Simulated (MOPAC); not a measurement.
**MNDO run of CH3B2Br (SMILES BrC1BB1)**

Wanted: a geometry optimisation of CH3B2Br. 

Program for the calculation: MOPAC 23.2.5.

**1. Starting point**

CH3B2Br: 7 atoms, total charge 0, spin state singlet. As SMILES, `BrC1BB1`. All atoms were displaced at random from a relaxed shape. The run starts from this shape.

Bond lengths: Br1–C2 1.874 Å, C2–B3 1.450 Å, C2–B4 1.609 Å, B3–B4 1.566 Å, C2–H5 1.148 Å, B3–H6 1.187 Å, B4–H7 1.194 Å. Some angles: Br1–C2–B3 142.0°, Br1–C2–B4 156.5°, B3–C2–B4 61.3°, C2–B3–B4 64.3°, C2–B4–B3 54.3°, Br1–C2–H5 98.3°, B3–C2–H5 119.5°, B4–C2–H5 58.2°, C2–B3–H6 139.4°, B4–B3–H6 156.2°.

**2. A structure relaxation at MNDO**

The input, ch3b2br.mop:

```
MNDO GRADIENTS BONDS DISP EF GNORM=0.02 CYCLES=300 AUX(PRECISION=6) THREADS=1
CH3B2Br charge 0
BrC1BB1
Br -2.192592 1 -1.020754 1 -0.540269 1
C -0.556794 1 -0.221722 1 -0.095635 1
B 0.120823 1 0.471931 1 0.982476 1
B 0.990704 1 0.175869 1 -0.285920 1
H 0.027229 1 -0.498768 1 -1.044263 1
H -0.118343 1 0.922536 1 2.053841 1
H 1.819947 1 0.070369 1 -1.138607 1
```

Run with:

```sh
$ mopac ch3b2br.mop
```

**Question.** What will come out? Wanted: total energy at the end; dipole moment; HOMO energy; LUMO energy; HOMO–LUMO gap; heat of formation.

**Answer.** As computed:

Level: MNDO.

| quantity | value |
| --- | --- |
| total energy at the end | -24.12134 Eh |
| dipole moment | 3.68 D |
| HOMO energy | -9.48 eV |
| LUMO energy | -0.56 eV |
| HOMO–LUMO gap | 8.92 eV |
| heat of formation | 52.5 kcal/mol |

**Reading.** At the final geometry: Bond lengths: Br1–C2 1.846 Å, C2–B3 1.381 Å, B3–B4 1.462 Å, C2–H5 1.090 Å, B3–H6 1.178 Å, B4–H7 1.145 Å. Angles: Br1–C2–B3 123.7°, C2–B3–B4 132.9°, Br1–C2–H5 109.5°, B3–C2–H5 126.8°, C2–B3–H6 125.7°, B4–B3–H6 101.4°, B3–B4–H7 170.1°. The optimisation took 45 steps and changed the energy by -1.198 eV. Bonds broke or formed on the way.
